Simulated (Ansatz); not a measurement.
**Molecular dynamics of BW2**

input.yaml

```yaml
crystal:
  lattice:
    - [5.567168, 0.0, 0.0]
    - [0.0, 5.567168, 0.0]
    - [0.0, 0.0, 4.765879]
  atoms:
    - { symbol: B, position: [0.0, 0.0, 0.25] }
    - { symbol: B, position: [0.0, 0.0, 0.75] }
    - { symbol: W, position: [0.3296931, 0.1703069, 0.5] }
    - { symbol: W, position: [0.8296931, 0.3296931, 0.5] }
    - { symbol: W, position: [0.1703069, 0.3296931, 0.0] }
    - { symbol: W, position: [0.6703069, 0.1703069, 0.0] }
    - { symbol: B, position: [0.5, 0.5, 0.75] }
    - { symbol: B, position: [0.5, 0.5, 0.25] }
    - { symbol: W, position: [0.8296931, 0.6703069, 0.0] }
    - { symbol: W, position: [0.3296931, 0.8296931, 0.0] }
    - { symbol: W, position: [0.6703069, 0.8296931, 0.5] }
    - { symbol: W, position: [0.1703069, 0.6703069, 0.5] }
basis:
  ecutwfc: 500.0
kpoints:
  mp_grid: { grid: [2, 2, 2] }
hamiltonian:
  xc: r2scan
scf:
  occupations: { method: fermi_dirac, width: 0.3 }
  lower_state_search: "off"
md:
  timestep: 1
  n_steps: 350
  ensemble: nvt_langevin
  temperature: 300.0
  initial_velocities: maxwell_boltzmann
  seed: 249052
  friction: 0.02
  temperature_schedule: [{ n_steps: 350, end_temperature: 3500.0 }]
```

Launched with:

```bash
$ ansatz run input.yaml --threads 2 --pin off --max-ram 5120MiB --backend cpu --events-out ev --progress --plain --runs-dir out
```

It starts from a structure without forces on its atoms.

Output, in part (step lines):

```
md step     0: t =     0.00 fs  T =   275.0 K (target 300.0 K)  F+E_penalty+E_count = -83808.04334302 eV  E_kin = 0.426558 eV  (8 SCF iters)
md step     1: t =     1.00 fs  T =   285.5 K (target 304.6 K)  F+E_penalty+E_count = -83808.04131487 eV  E_kin = 0.442775 eV  (7 SCF iters)
md step     2: t =     2.00 fs  T =   299.0 K (target 313.7 K)  F+E_penalty+E_count = -83808.03505552 eV  E_kin = 0.463804 eV  (7 SCF iters)
md step     3: t =     3.00 fs  T =   305.3 K (target 322.9 K)  F+E_penalty+E_count = -83808.02427563 eV  E_kin = 0.473539 eV  (7 SCF iters)
md step     4: t =     4.00 fs  T =   269.6 K (target 332.0 K)  F+E_penalty+E_count = -83808.00958471 eV  E_kin = 0.418257 eV  (7 SCF iters)
md step     5: t =     5.00 fs  T =   310.0 K (target 341.1 K)  F+E_penalty+E_count = -83807.99111290 eV  E_kin = 0.480895 eV  (5 SCF iters)
md step     6: t =     6.00 fs  T =   278.8 K (target 350.3 K)  F+E_penalty+E_count = -83807.97036584 eV  E_kin = 0.432411 eV  (5 SCF iters)
md step     7: t =     7.00 fs  T =   256.4 K (target 359.4 K)  F+E_penalty+E_count = -83807.94958913 eV  E_kin = 0.397691 eV  (5 SCF iters)
[... lines left out ...]
md step   349: t =   349.00 fs  T =  1712.5 K (target 3486.3 K)  F+E_penalty+E_count = -83804.80534637 eV  E_kin = 2.656283 eV  (7 SCF iters)
md step   350: t =   350.00 fs  T =  1891.3 K (target 3495.4 K)  F+E_penalty+E_count = -83804.70014390 eV  E_kin = 2.933646 eV  (7 SCF iters)
```

The steps, from the saved trajectory:

```json
{"time (fs)": "0.0", "T (K)": "275", "potential energy less start (eV)": "0.000"}
{"time (fs)": "11.0", "T (K)": "230", "potential energy less start (eV)": "0.168"}
{"time (fs)": "22.0", "T (K)": "260", "potential energy less start (eV)": "0.225"}
{"time (fs)": "33.0", "T (K)": "207", "potential energy less start (eV)": "0.310"}
{"time (fs)": "44.0", "T (K)": "267", "potential energy less start (eV)": "0.436"}
{"time (fs)": "55.0", "T (K)": "240", "potential energy less start (eV)": "0.450"}
{"time (fs)": "66.0", "T (K)": "443", "potential energy less start (eV)": "0.428"}
{"time (fs)": "77.0", "T (K)": "384", "potential energy less start (eV)": "0.472"}
{"time (fs)": "88.0", "T (K)": "454", "potential energy less start (eV)": "0.336"}
{"time (fs)": "99.0", "T (K)": "725", "potential energy less start (eV)": "0.440"}
{"time (fs)": "110.0", "T (K)": "864", "potential energy less start (eV)": "0.675"}
{"time (fs)": "121.0", "T (K)": "975", "potential energy less start (eV)": "0.789"}
{"time (fs)": "132.0", "T (K)": "1463", "potential energy less start (eV)": "0.621"}
{"time (fs)": "143.0", "T (K)": "1728", "potential energy less start (eV)": "1.074"}
{"time (fs)": "154.0", "T (K)": "1332", "potential energy less start (eV)": "1.987"}
{"time (fs)": "165.0", "T (K)": "1698", "potential energy less start (eV)": "1.466"}
{"time (fs)": "176.0", "T (K)": "1097", "potential energy less start (eV)": "2.046"}
{"time (fs)": "187.0", "T (K)": "1473", "potential energy less start (eV)": "2.273"}
{"time (fs)": "198.0", "T (K)": "2545", "potential energy less start (eV)": "1.642"}
{"time (fs)": "209.0", "T (K)": "1825", "potential energy less start (eV)": "2.369"}
{"time (fs)": "220.0", "T (K)": "1450", "potential energy less start (eV)": "3.039"}
{"time (fs)": "231.0", "T (K)": "1674", "potential energy less start (eV)": "3.361"}
{"time (fs)": "242.0", "T (K)": "2173", "potential energy less start (eV)": "3.281"}
{"time (fs)": "253.0", "T (K)": "1947", "potential energy less start (eV)": "3.487"}
{"time (fs)": "264.0", "T (K)": "2688", "potential energy less start (eV)": "2.932"}
{"time (fs)": "275.0", "T (K)": "2623", "potential energy less start (eV)": "3.722"}
{"time (fs)": "286.0", "T (K)": "3092", "potential energy less start (eV)": "3.368"}
{"time (fs)": "297.0", "T (K)": "2290", "potential energy less start (eV)": "3.864"}
{"time (fs)": "308.0", "T (K)": "2104", "potential energy less start (eV)": "2.928"}
{"time (fs)": "319.0", "T (K)": "1977", "potential energy less start (eV)": "2.899"}
{"time (fs)": "330.0", "T (K)": "1931", "potential energy less start (eV)": "2.331"}
{"time (fs)": "341.0", "T (K)": "2646", "potential energy less start (eV)": "1.889"}
```

The run went to its last step. The schedule's set-point averaged 2700 K over the second half and the system 2101 K, so it lags behind the ramp. A run of 0.35 ps of so small a system gives no equilibrium averages. Limits of this set-up: coarse k mesh.

Mean squared displacements from the first frame to the last, about the centre of mass: B 0.15 Å², W 0.02 Å².

Last frame:

```xyz
12
Lattice="5.5672 0.0000 0.0000 0.0000 5.5672 0.0000 0.0000 0.0000 4.7659" Properties=species:S:1:pos:R:3
B 0.123 -0.042 1.246
B 0.406 0.280 4.121
W 2.196 1.080 2.469
W 4.888 1.870 2.608
W 1.250 2.146 0.102
W 4.040 1.110 0.249
B 2.880 3.235 3.547
B 3.072 2.543 1.500
W 4.655 3.788 0.147
W 2.076 4.832 0.039
W 3.920 4.685 2.482
W 1.079 3.863 2.528
```

Run time: 56 min on 2 threads of Arm Neoverse V1, with other jobs on the host, peak memory 0.82 GiB.
